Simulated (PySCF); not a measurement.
# [Tb(SH)4]−: other functionals and bases at one geometry

Aim: see how levels, charges and forces of [Tb(SH)4]− depend on the level of theory. It is a constructed species; whether it can be made isn't addressed.

Computed with PySCF 2.14.0. Level: several levels, as the steps say, no spin–orbit coupling.

1 further run of the same task is left out (for a known fault of the program).

**1. Starting geometry**

9 atoms, charge -1, spin multiplicity 1.

Bond lengths: Tb1–S2 2.664 Å, Tb1–S4 2.664 Å, Tb1–S6 2.664 Å, Tb1–S8 2.664 Å, S2–H3 1.355 Å, S4–H5 1.355 Å, S6–H7 1.355 Å, S8–H9 1.355 Å. Angles: S2–Tb1–S4 107.9°, S2–Tb1–S6 110.3°, S2–Tb1–S8 110.3°, S4–Tb1–S6 110.3°, S4–Tb1–S8 110.3°, S6–Tb1–S8 107.9°, Tb1–S2–H3 89.2°, Tb1–S4–H5 89.2°, Tb1–S6–H7 89.2°, Tb1–S8–H9 89.2°.

Geometry (Å):

```
Tb    0.0000    0.0000    0.0000
S     1.4468    1.5952    1.5678
H     1.8335    0.5111    2.2834
S    -1.4468   -1.5952    1.5678
H    -1.8335   -0.5111    2.2834
S     1.5953   -1.4468   -1.5678
H     0.5114   -1.8335   -2.2833
S    -1.5953    1.4468   -1.5678
H    -0.5114    1.8335   -2.2833
```

Formal oxidation states: Tb +3. Each metal's 8 4f electrons lie in its core potential, so multiplicities, spins and levels count the valence alone. An earlier session relaxed this geometry at PBE0, Tb lcecp-1-SVP with ECP54, S def2-SVP, H def2-SVP (singlet, point group S4).

At PBE0 on the finer grid: E = -1630.905573 Eh, HOMO -3.08 eV, LUMO 2.97 eV, Mulliken charge on Tb1 +0.57 e, largest force component 0.005 eV/Å. 

Levels to run: r2SCAN; M06-L. Hardware: 2 threads of Arm Neoverse V2, shared host.

**2. r2SCAN**

File run.py (the lines that set the calculation):

```python
mol = gto.M(atom='''
Tb     0.00000     0.00000    -0.00004
S      1.44678     1.59520     1.56779
H      1.83352     0.51113     2.28339
S     -1.44678    -1.59520     1.56779
H     -1.83352    -0.51113     2.28339
S      1.59525    -1.44678    -1.56784
H      0.51143    -1.83350    -2.28333
S     -1.59525     1.44678    -1.56784
H     -0.51143     1.83350    -2.28333''',
    basis={'Tb': 'lcecp-1-SVP', 'S': 'def2-SVP', 'H': 'def2-SVP'},
    ecp={'Tb': 'lcecp-1-SVP'},
    charge=-1, spin=0)
mf = dft.RKS(mol, xc='R2SCAN')
mf.grids.atom_grid = (75, 302)  # f atoms: unpruned, at least (60, 302)
mf = mf.density_fit()  # fitting sets: Tb AutoAux, S def2-universal-JKFIT, H def2-universal-JKFIT
mf.conv_tol = 1e-08; mf.max_cycle = 55
mf.kernel(dm0)  # dm0: the density of the relaxed state
```

Launch:

```
$ OMP_NUM_THREADS=2 python run.py
```

**3. M06-L**

Changes to run.py (the lines that set the calculation) since step 2:

```diff
@@ -13,3 +13,3 @@
     charge=-1, spin=0)
-mf = dft.RKS(mol, xc='R2SCAN')
+mf = dft.RKS(mol, xc='M06L')
 mf.grids.atom_grid = (75, 302)  # f atoms: unpruned, at least (60, 302)
```

Before running it: what results should come out? Wanted: for each run, HOMO; gap; charge on Tb1; dipole; largest force.

As calculated:

| level | state | HOMO (eV) | gap (eV) | charge on Tb1 (e) | dipole (D) | largest force (eV/Å) | basis functions | time |
| --- | --- | --- | --- | --- | --- | --- | --- | --- |
| PBE0 (relaxed here) | singlet | -3.08 | 6.05 | 0.57 | 0.00 | 0.01 | 125 | 34 s |
| r2SCAN | singlet | -2.20 | 4.89 | 0.58 | 0.00 | 0.05 | 125 | 13 s |
| M06-L | singlet | -2.11 | 4.90 | 0.82 | 0.00 | 0.17 | 125 | 15 s |

Times are on 2 threads of Arm Neoverse V2, shared host; the first row also made further properties. The dipole of a charged species depends on the origin, so these sizes hold for this origin alone.

In one basis the HOMO–LUMO gap runs from 4.89 eV (r2SCAN) to 6.05 eV (PBE0). The largest leftover force, 0.17 eV/Å with M06-L, stands at a geometry relaxed at another level. The Mulliken charge on Tb spans +0.57 to +0.82 e over the levels. With 4f in the core, its levels are missing from HOMO and gap. Total energies of different levels can't be compared. Spin–orbit coupling is left out throughout.
